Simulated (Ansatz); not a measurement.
**MnIr: how the settings move a single-point run**

How sensitive is a single-point run of MnIr to its settings? A reference run comes first, then two runs with altered input.

Computed with Ansatz 0.2.0 (reference: DFT, LDA, PAW with Ansatz's default frozen-core files, scalar-relativistic, unless a step's input says otherwise).

## Step 1: Starting point

Symmetry: P4/mmm, No. 123, tetragonal system. The conventional cell has a = 2.726 Å, b = 2.726 Å, c = 3.643 Å, α = 90.00°, β = 90.00°, γ = 90.00°. Mn (site symmetry 4/mmm) is surrounded by 8 Ir at 2.65 Å and 4 Mn at 2.73 Å. Around Ir (site symmetry 4/mmm) lie 8 Mn at 2.65 Å and 4 Ir at 2.73 Å.

Coordinates:

```
Mn Ir
1.0
     2.72590    0.00000    0.00000
     0.00000    2.72590    0.00000
     0.00000    0.00000    3.64300
Mn Ir
1 1
Direct
  0.50000 0.50000 0.50000
  0.00000 0.00000 0.00000
```

## Step 2: The reference run

Input file input.yaml:

```yaml
crystal:
  lattice:
    - [2.7258966415, 0.0, 0.0]
    - [0.0, 2.7258966415, 0.0]
    - [0.0, 0.0, 3.643]
  atoms:
    - { symbol: Mn, position: [0.5, 0.5, 0.5], spin: 1.4, spin_axis: [1.0, 0.0, 0.0] }
    - { symbol: Ir, position: [0.0, 0.0, 0.0] }
magnetization:
  noncollinear: true
  spin_spiral: { q: [0.0, 0.0, 0.0] }
kpoints:
  mp_grid: { grid: [12, 12, 9] }
scf:
  occupations: { method: fermi_dirac, width: 0.03 }
  lower_state_search: "off"
hamiltonian:
  xc: lda
  pseudopotentials: { kind: paw }
output:
  eigenvalues: false
```

Command:

```
$ ansatz run input.yaml --threads 2 --pin off --max-ram 5120MiB --backend cpu --events-out ev --progress --plain --runs-dir out
```

Excerpt of the output:

```text
[...]
Basis set: ecut = 420 eV, 537 PW (Γ)
[...]
k-points: 140 of 1296
[...]
SCF iter   1: F=—  HF=-15505.051260 eV  |F-HF|=—  |Δ(HF+E_count)|=         —  Δρ=6.89e-2  dr2=1.79e0  dr2_m=6.40e-2  ethr=3.10e-3  |M|=1.05e0 ∫|m|=1.26e0 μB  |m|>n=0.0e0 m-floor=0.0e0 τ_xc=5.7e-33  β_m=0.30  ⟨swp⟩=4.6  Hψ=17441  notcnv=0
preconditioner: auto → none  [metal: Δε(μ)=0.008 eV  Ē_g=5.161 eV  σ=0.030 eV  W_gap=0.07  n_scr=6 (ndim 8)  ℏωp=28.5 eV  f_vac=0.000  D(μ)=2.88/eV (n_scr^D=36)]
SCF iter   2: F=—  HF=-15505.059364 eV  |F-HF|=—  |Δ(HF+E_count)|=   8.10e-3  Δρ=1.21e-1  dr2=4.92e0  dr2_m=3.06e-2  ethr=3.10e-3  |M|=1.15e0 ∫|m|=1.28e0 μB  |m|>n=0.0e0 m-floor=0.0e0 τ_xc=2.7e-26  β_m=0.30  ⟨swp⟩=2.0  Hψ=9825  notcnv=0  defer=176
[...]
SCF iter  16: F=—  HF=-15504.670871 eV  |F-HF|=—  |Δ(HF+E_count)|=   2.79e-7  Δρ=2.66e-5  dr2=1.20e-7  dr2_m=4.40e-8  ethr=3.99e-9  |M|=1.26e0 ∫|m|=1.54e0 μB  |m|>n=0.0e0 m-floor=0.0e0 τ_xc=1.2e-24  β_m=0.75  ⟨swp⟩=2.0  Hψ=7374  notcnv=0  defer=177
SCF iter  17: F=-15504.670871 eV  HF=-15504.670871 eV  |F-HF|=5.58e-9  |Δ(HF+E_count)|=   1.34e-8  Δρ=5.73e-6  dr2=6.84e-9  dr2_m=1.67e-9  ethr=3.13e-10  |M|=1.26e0 ∫|m|=1.54e0 μB  |m|>n=0.0e0 m-floor=0.0e0 τ_xc=2.4e-24  ⟨swp⟩=2.5  Hψ=10797  notcnv=0
[...]
SCF converged after 17 iterations
Magnetization: |M| = 1.2643 μB,  M = (+1.2643, +0.0000, +0.0000) μB
[...]
Free energy (F): -15504.670871 eV
[...]
E sigma→0 (E₀):  -15504.667116 eV
[...]
Fermi energy:    20.761993 eV
[...]
```

Run time: 31 s. Hardware: 2 threads of Arm Neoverse V2, shared host; peak memory 0.52 GiB.

## Step 3: Variant: mp_grid.grid [6, 6, 4]

Edit input.yaml of step 2 so:

```diff
@@ -12,3 +12,3 @@
 kpoints:
-  mp_grid: { grid: [12, 12, 9] }
+  mp_grid: { grid: [6, 6, 4] }
 scf:
```

Command:

```
$ ansatz run input.yaml --threads 2 --pin off --max-ram 5120MiB --backend cpu --events-out ev --progress --plain --runs-dir out
```

The program printed (excerpt; [...] marks lines left out):

```text
settings of this run that can trade accuracy for cost: output.eigenvalues: false. Do not mix this run's numbers with those of runs without the same settings; the input reference describes each key
[...]
Pseudopotentials: kind: paw
Pseudopotential: Mn, paw, valence charge 15, recommended cutoff 420 eV (normal)
Pseudopotential: Ir, paw, valence charge 17, recommended cutoff 420 eV (normal)
Functional definition: SPW92
[...]
Crystal: 2 atoms, lattice volume = 27.069 Å³
Basis set: ecut = 420 eV, 537 PW (Γ)
Bands: 40, of which v1, the nominal top of the filled ones, is band 32 counted from 1 (31 counted from 0)
Symmetry: 16 space group operations
k-points: 30 of 144
Spin spiral: q = (0, 0, 0) of the reciprocal vectors; moments are told in the frame that turns with it, a site's in that at the site
[...]
Starting moments: Σ|m| = 1.4 μB on 1 of 2 sites
[...]
SCF iter   1: F=—  HF=-15505.037770 eV  |F-HF|=—  |Δ(HF+E_count)|=         —  Δρ=6.89e-2  dr2=1.76e0  dr2_m=6.56e-2  ethr=3.10e-3  |M|=1.08e0 ∫|m|=1.26e0 μB  |m|>n=0.0e0 m-floor=0.0e0 τ_xc=5.7e-33  β_m=0.30  ⟨swp⟩=4.5  Hψ=3701  notcnv=0
[...]
spin-set hold released at iteration 7 (site moments contracting): the magnetisation degrees of freedom join the quasi-Newton model from the next iteration; the mixer history was flushed
[...]
SCF iter  20: F=-15504.651508 eV  HF=-15504.651508 eV  |F-HF|=2.41e-9  |Δ(HF+E_count)|=   1.22e-8  Δρ=3.04e-6  dr2=2.61e-9  dr2_m=4.96e-10  ethr=3.13e-10  |M|=1.11e0 ∫|m|=1.33e0 μB  |m|>n=0.0e0 m-floor=0.0e0 τ_xc=1.1e-22  ⟨swp⟩=2.0  Hψ=2208  notcnv=0
[...]
SCF converged after 20 iterations
Magnetization: |M| = 1.1065 μB,  M = (+1.1065, -0.0000, +0.0000) μB
Absolute magnetization: 1.3367 μB (∫|m|, with the PAW one-centre terms)
  site 0: m = (+1.1688, -0.0000, +0.0000) μB, |m| = 1.1688 μB  (R = 1.09 Å)
  site 1: m = (-0.0759, +0.0000, +0.0000) μB, |m| = 0.0759 μB  (R = 1.09 Å)
Free energy (F): -15504.651508 eV
[...]
E sigma→0 (E₀):  -15504.647255 eV
Entropy (-TS):   -0.008505 eV (-4.253 meV/atom)
Fermi energy:    20.799106 eV
[...]
settings of this run that can trade accuracy for cost: output.eigenvalues: false. Do not mix this run's numbers with those of runs without the same settings; the input reference describes each key
```

It took 8.1 s on 2 threads of Arm Neoverse V2, shared host; peak memory 0.36 GiB.

Changing the k-point mesh moves the energy by +9.7 meV/atom, and the absolute moment goes from 1.54 to 1.34 μB. Sampling errors of the energy have no fixed sign. Cost: 20 SCF cycles against 17, 8.1 s against 31 s. These settings are too coarse to quote as the system's properties.

## Step 4: Changing settings: q [0.25, 0.25, 0.0], mp_grid.grid [6, 6, 4]

Edit input.yaml of step 2 so:

```diff
@@ -10,5 +10,5 @@
   noncollinear: true
-  spin_spiral: { q: [0.0, 0.0, 0.0] }
+  spin_spiral: { q: [0.25, 0.25, 0.0] }
 kpoints:
-  mp_grid: { grid: [12, 12, 9] }
+  mp_grid: { grid: [6, 6, 4] }
 scf:
```

Command:

```
$ ansatz run input.yaml --threads 2 --pin off --max-ram 5120MiB --backend cpu --events-out ev --progress --plain --runs-dir out
```

The program printed (excerpt; [...] marks lines left out):

```text
settings of this run that can trade accuracy for cost: output.eigenvalues: false. Do not mix this run's numbers with those of runs without the same settings; the input reference describes each key
[...]
[... 4 set-up lines as earlier in the session ...]
[...]
Crystal: 2 atoms, lattice volume = 27.069 Å³
Basis set: ecut = 420 eV, 537 PW (Γ)
Bands: 40, of which v1, the nominal top of the filled ones, is band 32 counted from 1 (31 counted from 0)
Symmetry: 4 space group operations
k-points: 39 of 144
Spin spiral: q = (0.25, 0.25, 0) of the reciprocal vectors; moments are told in the frame that turns with it, a site's in that at the site
[...]
Starting moments: Σ|m| = 1.4 μB on 1 of 2 sites
[...]
SCF iter  22: F=-15504.783333 eV  HF=-15504.783333 eV  |F-HF|=9.44e-9  |Δ(HF+E_count)|=   9.97e-8  Δρ=6.47e-6  dr2=1.23e-8  dr2_m=2.74e-9  ethr=1.75e-10  |M|=2.56e0 ∫|m|=2.87e0 μB  |m|>n=0.0e0 m-floor=0.0e0 τ_xc=1.0e-17  ⟨swp⟩=3.3  Hψ=4188  notcnv=0
[...]
SCF converged after 22 iterations
Magnetization: |M| = 2.5580 μB,  M = (+2.5580, +0.0000, +0.0000) μB
Absolute magnetization: 2.8819 μB (∫|m|, with the PAW one-centre terms)
  site 0: m = (+2.6059, +0.0000, +0.0000) μB, |m| = 2.6059 μB  (R = 1.09 Å)
  site 1: m = (+0.0479, +0.0000, +0.0000) μB, |m| = 0.0479 μB  (R = 1.09 Å)
Free energy (F): -15504.783333 eV
[...]
E sigma→0 (E₀):  -15504.780474 eV
Entropy (-TS):   -0.005718 eV (-2.859 meV/atom)
Fermi energy:    20.833272 eV
[...]
settings of this run that can trade accuracy for cost: output.eigenvalues: false. Do not mix this run's numbers with those of runs without the same settings; the input reference describes each key
```

It took 15 s on 2 threads of Arm Neoverse V2, shared host; peak memory 0.38 GiB.

Changing the wave vector of the spin spiral and k-point mesh moves the energy by -56.2 meV/atom, and the absolute moment goes from 1.54 to 2.88 μB. Cost: 22 SCF cycles against 17, 15 s against 31 s.

## Step 5: All runs together

| run | ending | energy change | abs. moment (μB) | cycles | time |
| --- | --- | --- | --- | --- | --- |
| reference | converged | 0 | 1.54 | 17 | 31 s |
| 1: mp_grid.grid [6, 6, 4] | converged | +9.7 meV/atom | 1.34 | 20 | 8.1 s |
| 2: q [0.25, 0.25, 0.0], mp_grid.grid [6, 6, 4] | converged | -56.2 meV/atom | 2.88 | 22 | 15 s |

Residual by cycle in the longest SCF loop of each run; runs are numbered as in the table. The quantity is the density residual dr2, in eV.

| cycle | reference | run 1 | run 2 |
| --- | --- | --- | --- |
| 1 | 1.79 | 1.76 | 1.83 |
| 3 | 3.37 | 3.31 | 3.1 |
| 5 | 0.258 | 0.16 | 0.246 |
| 7 | 1.1e-4 | 3.5e-4 | 0.00102 |
| 9 | 5.5e-5 | 0.0263 | 0.00113 |
| 11 | 1.6e-4 | 5.8e-6 | 0.00227 |
| 12 | 1.8e-6 | 6.9e-6 | 5.7e-4 |
| 14 | 7.1e-6 | 6.2e-6 | 7.7e-4 |
| 16 | 1.2e-7 | 1.1e-6 | 2.8e-4 |
| 18 | - | 1.3e-6 | 2.4e-4 |
| 20 | - | 2.6e-9 | 1.9e-6 |
| 22 | - | - | 1.2e-8 |

What this shows: Of the converged runs whose energies compare with the reference's, «q [0.25, 0.25, 0.0], mp_grid.grid [6, 6, 4]» moves the energy most (-56.2 meV/atom) and «mp_grid.grid [6, 6, 4]» least (+9.7 meV/atom).
